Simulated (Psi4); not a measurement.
# GeH2 (SMILES [H][Ge][H]) at QCISD/cc-pVDZ

Aim: the energy change on altering one bond length of GeH2 at QCISD/cc-pVDZ, from 2 runs. 

The results are computed with Psi4 1.11.

2 further runs of the same task are left out: 1 that didn't finish, 1 set aside as unsound or not needed.

### 1 The system as given

The species is GeH2 (3 atoms), meant as a singlet with charge 0. SMILES: `[H][Ge][H]`. The shape comes from GFN2-xTB, which is rough for such elements, and wasn't checked as a minimum.

Bond lengths: Ge1–H2 1.609 Å, Ge1–H3 1.607 Å. Angles: H2–Ge1–H3 86.5°.

### 2 The energy at QCISD/cc-pVDZ

File job.py:

```python
import psi4

psi4.set_memory('1600 MB')
psi4.set_num_threads(1)
psi4.core.set_output_file('geh2.out', False)

molecule = psi4.geometry("""
0 1
Ge
H 1 1.608908
H 1 1.60716 2 86.46013
no_reorient
no_com
""")

psi4.set_options(dict(basis='cc-pVDZ', scf_type='pk', freeze_core=True))

result, w = psi4.energy('qcisd', return_wfn=True)
print('E =', round(result, 9))
```

Started as:

```
$ python job.py
```

geh2.out, cut to the lines that bear on the results:

```text
[...]
  Running in cs symmetry.
[...]
  Nuclear repulsion =   21.301571922213796
[...]
  Multiplicity = 1
[...]
  Nalpha       = 17
  Nbeta        = 17
[...]
    Number of basis functions: 37
[...]
   @RHF iter   1: -2075.95740173761897   -4.16722e+00   3.26482e-02 DIIS/ADIIS
[...]
   @RHF iter  10: -2076.44241757582358   -9.09495e-13   1.28265e-09 DIIS
[...]
    Orbital Energies [Eh]
    ---------------------
    Doubly Occupied:
       1Ap  -405.303971     2Ap   -52.204583     1App  -46.293792
       3Ap   -46.292019     4Ap   -46.291559     5Ap    -7.217764
       2App   -5.195007     6Ap    -5.187416     7Ap    -5.184735
       8Ap    -1.661965     3App   -1.658474     4App   -1.655208
       9Ap    -1.649319    10Ap    -1.645311    11Ap    -0.672420
      12Ap    -0.425758    13Ap    -0.342766
[...]
  @RHF Final Energy: -2076.44241757582358
   => Energetics <=
    Nuclear Repulsion Energy =             21.3015719222137960
    One-Electron Energy =               -2937.7238434923715431
    Two-Electron Energy =                 839.9798539943336664
    Total Energy =                      -2076.4424175758240381
[...]
 Multipole Moments:
 ------------------------------------------------------------------------------------
     Multipole            Electronic (a.u.)      Nuclear  (a.u.)        Total (a.u.)
 ------------------------------------------------------------------------------------
 L = 1.  Multiply by 2.5417464519 to convert [e a0] to [Debye]
 Dipole X            :          1.7180946           -1.6634423            0.0546524
 Dipole Y            :          1.8318320           -1.7713371            0.0604949
 Dipole Z            :          0.0000000            0.0000000            0.0000000
 Magnitude           :                                                    0.0815262
[...]
      * MP2 total energy:                  -2076.543879025208
[...]
      * MP3 total energy:                  -2076.563140008878
[...]
      * QCISD total energy:                -2076.570182399550
[...]
```

On the terminal:

```text
E = -2076.5701824
```

Wall time 6.3 s (1 thread of Intel Xeon Platinum 8488C (Sapphire Rapids), shared host); peak memory 0.38 GiB.

### 3 The distorted shape, same level

File input.json:

```json
{
  "schema_name": "qcschema_input",
  "schema_version": 1,
  "molecule": {
    "schema_name": "qcschema_molecule",
    "schema_version": 2,
    "symbols": ["Ge", "H", "H"],
    "geometry": [0.84618345, -0.04425172, -2.3554359, 2.91401627, -0.06082461, -0.12657953, -2.0851805, 0.05077694, 0.72297142],
    "molecular_charge": 0,
    "molecular_multiplicity": 1,
    "fix_com": true,
    "fix_orientation": true
  },
  "driver": "energy",
  "model": {
    "method": "qcisd",
    "basis": "cc-pVDZ"
  },
  "keywords": {
    "scf_type": "pk",
    "freeze_core": true
  }
}
```

Started as:

```
$ psi4 --qcschema input.json -n 1 --memory 1600MB
```

stdout, cut to the lines that bear on the results:

```text
[...]
  Running in c1 symmetry.
[...]
  Nuclear repulsion =   18.248177535787281
[...]
  Multiplicity = 1
[...]
  Nalpha       = 17
  Nbeta        = 17
[...]
    Number of basis functions: 37
[...]
   @RHF iter   1: -2075.79811122330057   -4.26919e+00   2.58271e-02 ADIIS/DIIS
[...]
   @RHF iter  10: -2076.38836586290336   -1.09139e-11   7.89706e-09 DIIS
[...]
    Orbital Energies [Eh]
    ---------------------
    Doubly Occupied:
       1A   -405.343893     2A    -52.242692     3A    -46.331591
       4A    -46.330468     5A    -46.329522     6A     -7.253607
       7A     -5.229440     8A     -5.223067     9A     -5.219793
      10A     -1.695849    11A     -1.693840    12A     -1.689259
      13A     -1.683871    14A     -1.681495    15A     -0.653758
      16A     -0.396585    17A     -0.330831
[...]
  @RHF Final Energy: -2076.38836586290336
   => Energetics <=
    Nuclear Repulsion Energy =             18.2481775357872813
    One-Electron Energy =               -2930.6139636998022979
    Two-Electron Energy =                 835.9774203011114651
    Total Energy =                      -2076.3883658629033562
[...]
 Multipole Moments:
 ------------------------------------------------------------------------------------
     Multipole            Electronic (a.u.)      Nuclear  (a.u.)        Total (a.u.)
 ------------------------------------------------------------------------------------
 L = 1.  Multiply by 2.5417464519 to convert [e a0] to [Debye]
 Dipole X            :        -27.2728761           27.9067062            0.6338300
 Dipole Y            :          1.4058453           -1.4261027           -0.0202574
 Dipole Z            :         74.1372256          -74.7775569           -0.6403313
 Magnitude           :                                                    0.9012076
[...]
      * MP2 total energy:                  -2076.491299065385
[...]
      * MP3 total energy:                  -2076.512680671085
[...]
      * QCISD total energy:                -2076.523384255672
[...]
```

The result, in JSON:

```text
{
 "driver": "energy",
 "model": {
  "method": "qcisd",
  "basis": "cc-pVDZ"
 },
 "success": true,
 "return_result": -2076.523384255672,
 "properties": {
  "calcinfo_nbasis": 37,
  "calcinfo_nmo": 37,
  "calcinfo_nalpha": 17,
  "calcinfo_nbeta": 17,
  "calcinfo_natom": 3,
  "nuclear_repulsion_energy": 18.24817753578728,
  "return_energy": -2076.523384255672,
  "scf_one_electron_energy": -2930.6139636998023,
  "scf_two_electron_energy": 835.9774203011115,
  "scf_dipole_moment": [0.6338300295628869, -0.020257389980566254, -0.6403313137204805],
  "scf_total_energy": -2076.3883658629034,
  "scf_iterations": 10,
  "mp2_same_spin_correlation_energy": -0.01442102919585657,
  "mp2_opposite_spin_correlation_energy": -0.0885121732859737,
  "mp2_singles_energy": 0.0,
  "mp2_doubles_energy": -0.10293320248183027,
  "mp2_correlation_energy": -0.10293320248183027,
  "mp2_total_energy": -2076.491299065385
 }
}
```

Wall time 6.6 s (1 thread of Intel Xeon Platinum 8488C (Sapphire Rapids), shared host); peak memory 0.38 GiB.

### 4 What came out

Level: QCISD/cc-pVDZ, 9 core orbitals frozen.

| quantity | value |
| --- | --- |
| first shape: total energy | -2076.57018 Eh |
| first shape: HOMO energy (Hartree–Fock orbitals) | -9.33 eV |
| first shape: LUMO energy (Hartree–Fock orbitals) | 0.18 eV |
| first shape: HOMO–LUMO gap (Hartree–Fock orbitals) | 9.50 eV |
| first shape: correlation energy (9 core orbitals frozen) | -127.8 mEh |
| first shape: T1 diagnostic | 0.009 |
| distorted shape: total energy | -2076.52338 Eh |
| distorted shape: HOMO energy (Hartree–Fock orbitals) | -9.00 eV |
| distorted shape: LUMO energy (Hartree–Fock orbitals) | -0.20 eV |
| distorted shape: HOMO–LUMO gap (Hartree–Fock orbitals) | 8.80 eV |
| distorted shape: correlation energy (9 core orbitals frozen) | -135.0 mEh |
| distorted shape: T1 diagnostic | 0.016 |
| energy change with the Ge1–H3 bond stretched from 1.607 to 2.250 Å | 1.273 eV |

One bond (distorted shape) is far stretched, which a spin-restricted single reference describes badly; a broken-symmetry solution may lie lower. With the Ge1–H3 bond stretched from 1.607 to 2.250 Å the energy rises by 1.27 eV (29 kcal/mol). The first shape isn't relaxed at this level, so the change isn't measured from a minimum.
